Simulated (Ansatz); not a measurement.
**CH6Ge: a ladder of functionals and wavefunction methods**

One table from this session's results is given with a row withheld; the runs are named, their logs left out.

Program: Ansatz 0.2.0, Gaussian basis. Level of theory: functionals in def2-TZVPP, the program's frozen cores in correlated methods. These are calculated values, not measurements.

Levels to be run: LDA (SPW92), PBE-D4, revPBE-D4, BLYP-D4, r2SCAN-D4, B97M-V, PBE0-D4, B3LYP-D4, r2SCANh-D4, r2SCAN0-D4, HSE06-D4, BHLYP-D4, CAM-B3LYP-D4, LC-ωPBE, ωB97X-V, ωB97M-V, B2PLYP, PBE-QIDH; CCSD(T)/def2-SVP; CCSD(T)/def2-TZVPP; MP2/def2-QZVPP; extrapolation to the limit; RPA on PBE.

### The relaxed structure

The geometry comes from an earlier relaxation with PBE0-D4 in a triple-zeta def2 set; it is a stationary point, not always the lowest conformer.

8 atoms, charge 0, spin multiplicity 1.

Atoms are counted from 1 here; the program's logs count them from 0.

Bond lengths: C1–Ge2 1.953 Å, C1–H3 1.090 Å, C1–H4 1.090 Å, C1–H5 1.090 Å, Ge2–H6 1.539 Å, Ge2–H7 1.539 Å, Ge2–H8 1.539 Å. Angles: Ge2–C1–H3 110.3°, Ge2–C1–H4 110.3°, Ge2–C1–H5 110.3°, H3–C1–H4 108.6°, H3–C1–H5 108.6°, H4–C1–H5 108.6°, C1–Ge2–H6 110.4°, C1–Ge2–H7 110.4°, C1–Ge2–H8 110.4°, H6–Ge2–H7 108.5°, H6–Ge2–H8 108.5°, H7–Ge2–H8 108.5°.

The first run:

Input file in.yaml:

```yaml
crystal:
  periodic: [false, false, false]
  atoms:
    - {symbol: C, position_ang: [-0.310865, 0.190253, -0.971389]}
    - {symbol: Ge, position_ang: [0.296903, -0.181904, 0.846748]}
    - {symbol: H, position_ang: [-1.380121, 0.404248, -0.976535]}
    - {symbol: H, position_ang: [0.218832, 1.052162, -1.378407]}
    - {symbol: H, position_ang: [-0.124551, -0.669351, -1.615976]}
    - {symbol: H, position_ang: [0.030683, 1.028180, 1.760055]}
    - {symbol: H, position_ang: [1.807068, -0.479559, 0.857698]}
    - {symbol: H, position_ang: [-0.445748, -1.401229, 1.422107]}
basis:
  gaussian: {orbitals: def2-TZVPP}
hamiltonian: {xc: lda}
output: {orbitals: {seedname: orbitals}}
```

Steps of the session up to this table: LDA; PBE-D4 (GGA); revPBE-D4 (GGA); BLYP-D4 (GGA); r2SCAN-D4 (meta-GGA); B97M-V (meta-GGA); PBE0-D4 (hybrid); B3LYP-D4 (hybrid); r2SCANh-D4 (hybrid); r2SCAN0-D4 (hybrid); HSE06-D4 (hybrid); BHLYP-D4 (hybrid); CAM-B3LYP-D4 (range-separated); LC-ωPBE-D4 (range-separated; the results give it without D4); ωB97X-V (range-separated); ωB97M-V (range-separated); B2PLYP (double hybrid); PBE-QIDH (double hybrid).

One of the session's tables, all rows but one given; the rest of the session is left out.

It belongs to the step «Frontier levels by functional». 

```
  functional  HOMO (eV)  LUMO (eV)  gap (eV)
 LDA (SPW92)      -7.80      -0.05      7.75
      PBE-D4      -7.68       0.11      7.79
   revPBE-D4      -7.63       0.19      7.82
     BLYP-D4      -7.54       0.12      7.66
   r2SCAN-D4      -7.96       0.68      8.65
      B97M-V      -8.05       0.23      8.28
     PBE0-D4      -8.93       0.88      9.81
    B3LYP-D4      -8.70       0.58      9.28
  r2SCANh-D4      -8.43       0.92      9.35
  r2SCAN0-D4      -9.12       1.26     10.38
    HSE06-D4      -8.53       0.51      9.04
    BHLYP-D4     -10.08       1.52     11.59
CAM-B3LYP-D4     -10.29       1.69     11.98
     LC-ωPBE     -11.68       2.95     14.63
     ωB97X-V          ?          ?         ?
     ωB97M-V     -11.15       2.39     13.54
```

Q: Estimate the row for ωB97X-V from the others.

**Answer.** HOMO (eV): -11.31; LUMO (eV): 2.75; gap (eV): 14.06. In the column «HOMO (eV)» it lies between LC-ωPBE (-11.68) and ωB97M-V (-11.15).
